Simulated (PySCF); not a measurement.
# C6H8O2Si: magnetic properties

Aim: compute the magnetic properties of C6H8O2Si (`CC(=O)OC1=CC=C[SiH2]1`).

Computed with PySCF 2.14.0 and routines of our own; the level stands in each step. Atoms count from 0.

## (1) The starting structure

17 atoms, charge 0, multiplicity 1; geometry from: GFN2-xTB.

## (2) Magnetic properties: GIAO KT3/pcSseg-1

What the job is given:

```
{"job": {"kind": "mag", "xc": "KT3", "basis": "pcSseg-1", "isotopologues": 0}, "charge": 0, "multiplicity": 1}
C      3.166309    -0.647143    -0.301434
C      1.679264    -0.674779    -0.090863
O      1.047608    -1.668690     0.202821
O      1.122906     0.516242    -0.261806
C     -0.240912     0.553728    -0.082403
C     -0.982244     1.659544    -0.210416
C     -2.398867     1.444508     0.028943
C     -2.774243     0.197058     0.340062
Si    -1.274653    -0.966623     0.375990
H      3.576091    -1.640562    -0.149979
H      3.618984     0.053268     0.397018
H      3.383526    -0.304284    -1.310693
H     -0.599414     2.636243    -0.466291
H     -3.073558     2.285806    -0.053762
H     -3.806626    -0.043659     0.531627
H     -1.058464    -1.441293     1.736794
H     -1.392704    -1.947334    -0.695520
```

With the program's defaults for keys left out, this is: GIAO KT3/pcSseg-1 magnetisability, rotational g tensor and spin-rotation constants, non-relativistic, gas phase.

Run with:

```bash
> OMP_NUM_THREADS=1 python excited_run.py task.json out
```

The driver reads the jobs from task.json and runs them one after another.

What it wrote:

```text
coarse grid: 15272 points
cycle   1  E = -681.1169377403  dE =  1.412e+00  |g| = 1.050e+00  |ddm| = 3.985e+00
cycle   2  E = -680.2961633257  dE =  8.208e-01  |g| = 2.197e+00  |ddm| = 2.597e+00
cycle   3  E = -681.2637546084  dE = -9.676e-01  |g| = 6.021e-01  |ddm| = 2.150e+00
cycle   4  E = -681.3400000612  dE = -7.625e-02  |g| = 1.512e-01  |ddm| = 5.730e-01
cycle   5  E = -681.3434446348  dE = -3.445e-03  |g| = 7.027e-02  |ddm| = 1.402e-01
cycle   6  E = -681.3444637526  dE = -1.019e-03  |g| = 2.106e-02  |ddm| = 6.704e-02
cycle   7  E = -681.3445539235  dE = -9.017e-05  |g| = 1.244e-02  |ddm| = 3.378e-02
cycle   8  E = -681.3445988369  dE = -4.491e-05  |g| = 1.679e-03  |ddm| = 1.365e-02
cycle   9  E = -681.3445994294  dE = -5.926e-07  |g| = 7.588e-04  |ddm| = 2.355e-03
final grid: 144568 points
cycle  10  E = -681.4330673956  dE = -2.461e-04  |g| = 2.131e-02  |ddm| = 7.874e-02
cycle  11  E = -681.4328973816  dE =  1.700e-04  |g| = 3.557e-02  |ddm| = 3.944e-02
cycle  12  E = -681.4331238834  dE = -2.265e-04  |g| = 7.673e-03  |ddm| = 3.035e-02
cycle  13  E = -681.4331355671  dE = -1.168e-05  |g| = 3.003e-03  |ddm| = 9.061e-03
cycle  14  E = -681.4331378408  dE = -2.274e-06  |g| = 6.379e-04  |ddm| = 3.018e-03
cycle  15  E = -681.4331379519  dE = -1.111e-07  |g| = 1.140e-04  |ddm| = 7.803e-04
cycle  16  E = -681.4331379521  dE = -1.730e-10  |g| = 1.178e-04  |ddm| = 1.892e-04
cycle  17  E = -681.4331379551  dE = -3.047e-09  |g| = 1.500e-05  |ddm| = 9.712e-05
cycle  18  E = -681.4331379552  dE = -5.411e-11  |g| = 4.721e-06  |ddm| = 2.076e-05
converged SCF energy = -681.4331379552

Magnetisability tensor (1e-30 J/T^2)
    -1141.55        9.62      -63.74
        9.62     -979.89     -128.39
      -63.74     -128.39    -1555.26
isotropic -1225.57   principal values   -1590.73  -1136.20   -949.77
isotropic susceptibility -73.805 1e-6 cm^3/mol

Inertial axes            a          b          c
rot. const./GHz      3.4455     0.9846     0.7769
chi total           -68.176    -57.445    -95.796
chi diamagnetic    -469.032  -1341.279  -1661.877
chi paramagnetic    400.856   1283.834   1566.081
quadrupole/D A        8.885     -3.201     -5.684
g nuclear            0.5857     0.5742     0.5706
g electronic        -0.6489    -0.5939    -0.5716
g total             -0.0631    -0.0197    -0.0010

Spin-rotation constants (kHz, H = +C I.J)
atom  isotope        aa         bb         cc
  9     1H       -0.138     -0.033     -0.089
 10     1H       -0.333     -0.071     -0.014
 11     1H       -0.333     -0.072     -0.013
 12     1H       -0.315      0.103     -0.091
 13     1H        0.207     -0.041     -0.085
 14     1H        0.223     -0.049     -0.096
 15     1H       -0.306     -0.047      0.006
 16     1H       -0.306     -0.047      0.006
  0    13C*       0.428      0.150      0.133
  1    13C*       1.667      0.350      0.198
  2    17O*      -1.617     -0.570     -0.077
  3    17O*      -1.174     -0.349     -0.091
  4    13C*       1.531      0.377      0.158
  5    13C*       1.276      0.361      0.118
  6    13C*       1.700      0.321      0.119
  7    13C*       1.583      0.340      0.095
  8   29Si*      -1.768     -0.515     -0.435
* in the singly substituted isotopologue
```

Run time: 62 s. Hardware: 1 thread of Intel Xeon Platinum 8488C, shared host; peak memory 0.71 GiB.

In short:

```csv
quantity,value
magnetisability,-1226·10⁻³⁰ J/T²
molar susceptibility,-73.8·10⁻⁶ cm³/mol
"rotational g (a, b, c)","-0.0631, -0.0197, -0.0010"
```

## (3) Magnetic properties (C6H8O2Si+): LDA/MINI

Settings changed since step 2:

```diff
@@ -1,2 +1,2 @@
-{"job": {"kind": "mag", "xc": "KT3", "basis": "pcSseg-1", "isotopologues": 0}, "charge": 0, "multiplicity": 1}
+{"job": {"kind": "mag", "xc": "LDA", "basis": "MINI", "scf": {"max_cycle": 54}}, "charge": 1, "multiplicity": 1}
 C      3.166309    -0.647143    -0.301434
```

Method: LDA/MINI.

What it wrote:

```text
RuntimeError: Electron number 73 and spin 0 are not consistent
Note mol.spin = 2S = Nalpha - Nbeta, not 2S+1
```

Run time: 0.02 s. Hardware: 1 thread of Intel Xeon Platinum 8488C, shared host.

Why it failed: Charge and multiplicity don't fit the number of electrons: an even count needs an odd multiplicity, and the reverse. The remedy is to mend the charge or the multiplicity.

## (4) Summary of results

| quantity | value |
| --- | --- |
| magnetisability (step 2, GIAO KT3/pcSseg-1) | -1226·10⁻³⁰ J/T² |
| molar susceptibility (step 2, GIAO KT3/pcSseg-1) | -73.8·10⁻⁶ cm³/mol |
| rotational g (a, b, c) (step 2, GIAO KT3/pcSseg-1) | -0.0631, -0.0197, -0.0010 |
| runs | 1 failed, 0 ended on unsound input |

The values above hold for this geometry and these levels alone. Vibrational averaging and real surroundings are missing from these values.
